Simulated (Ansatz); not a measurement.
# Zr2B: the cost of one run

Method: DFT PBE, scalar-relativistic, plane waves, PAW, in Ansatz 0.2.0.

## 1. Starting point

The structure is hexagonal, space group P6/mmm (No. 191). Conventional cell: a = 3.393 Å, b = 3.393 Å, c = 3.664 Å, α = 90.00°, β = 90.00°, γ = 120.00°. Zr (site symmetry -6m2) is surrounded by 3 Zr at 1.96 Å and 6 B at 2.68 Å. B (site symmetry 6/mmm) is surrounded by 12 Zr at 2.68 Å.

Structure file:

```xyz
3
Lattice="3.3933 0.0000 0.0000 -1.6967 2.9387 0.0000 0.0000 0.0000 3.6639" Properties=species:S:1:pos:R:3 pbc="T T T"
Zr    0.0000    1.9591    1.8319
Zr    1.6967    0.9796    1.8319
B     0.0000    0.0000    0.0000
```

This is candidate A: AlB2 type (P6/mmm, No. 191).

(A quick probe on a coarse mesh, which set the mesh and smearing, is not shown.)

## 3. A loose first relaxation (candidate A)

File input.yaml:

```yaml
crystal:
  lattice:
    - [3.3933063614, 0.0, 0.0]
    - [-1.6966531807, 2.9386895118, 0.0]
    - [0.0, 0.0, 3.6638689948]
  atoms:
    - { symbol: Zr, position: [0.3333333333, 0.6666666667, 0.5] }
    - { symbol: Zr, position: [0.6666666667, 0.3333333333, 0.5] }
    - { symbol: B, position: [0.0, 0.0, 0.0] }
basis:
  ecutwfc: 420
kpoints:
  mp_grid: { grid: [6, 6, 6] }
hamiltonian:
  xc: pbe
scf:
  occupations: { method: gaussian, width: 0.1 }
  lower_state_search: "off"
output:
  forces: true
  stress: true
  eigenvalues: true
relax:
  adjacent_minimum: "off"
  f_tol: 0.04
  max_steps: 70
  cell: { stress_tol: 0.4 }
```

Run with:

```console
> ansatz run input.yaml --threads 1 --pin off --max-ram 2560MiB --backend cpu --events-out ev --progress --plain --runs-dir out
```

What time and memory should one allow on 1 thread of an x86-64 CPU, shared host?

About 49 s, with a peak of 0.37 GiB.
